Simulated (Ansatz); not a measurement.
# CsSb2: the cost of one run

Computed with Ansatz 0.2.0 (DFT PBE, scalar-relativistic, plane waves, PAW, unless a step's input says otherwise).

## 1. The structure to begin with

Symmetry: P6/mmm, No. 191, hexagonal system. Conventional cell: a = 4.664 Å, b = 4.664 Å, c = 5.036 Å, α = 90.00°, β = 90.00°, γ = 120.00°. Cs (site symmetry 6/mmm) is surrounded by 12 Sb at 3.69 Å. Sb (site symmetry -6m2) is surrounded by 3 Sb at 2.69 Å.

As a file:

```
CELL_PARAMETERS angstrom
4.66421 0.00000 0.00000
-2.33211 4.03933 0.00000
0.00000 0.00000 5.03611
ATOMIC_POSITIONS crystal
Cs 0.00000 0.00000 0.00000
Sb 0.33333 0.66667 0.50000
Sb 0.66667 0.33333 0.50000
```

(A quick probe on a coarse mesh, which set the mesh and smearing, is not shown.)

## 3. Rough relaxation on the coarse mesh

Input file input.yaml:

```yaml
crystal:
  lattice:
    - [4.6642108421, 0.0, 0.0]
    - [-2.332105421, 4.0393250779, 0.0]
    - [0.0, 0.0, 5.0361080521]
  atoms:
    - { symbol: Cs, position: [0.0, 0.0, 0.0] }
    - { symbol: Sb, position: [0.3333333333, 0.6666666667, 0.5] }
    - { symbol: Sb, position: [0.6666666667, 0.3333333333, 0.5] }
basis:
  ecutwfc: 420
kpoints:
  mp_grid: { grid: [6, 6, 4] }
hamiltonian:
  xc: pbe
scf:
  occupations: { method: gaussian, width: 0.1 }
  lower_state_search: "off"
output:
  forces: true
  stress: true
  eigenvalues: true
relax:
  adjacent_minimum: "off"
  f_tol: 0.04
  max_steps: 70
  cell: { stress_tol: 0.4 }
```

Command:

```bash
$ ansatz run input.yaml --threads 1 --pin off --max-ram 2560MiB --backend cpu --events-out ev --progress --plain --runs-dir out
```

**Question.** How long does this run take on 1 thread of Arm Neoverse V1, shared host, and how much memory does it need?

About 38 s, with a peak of 0.4 GiB.
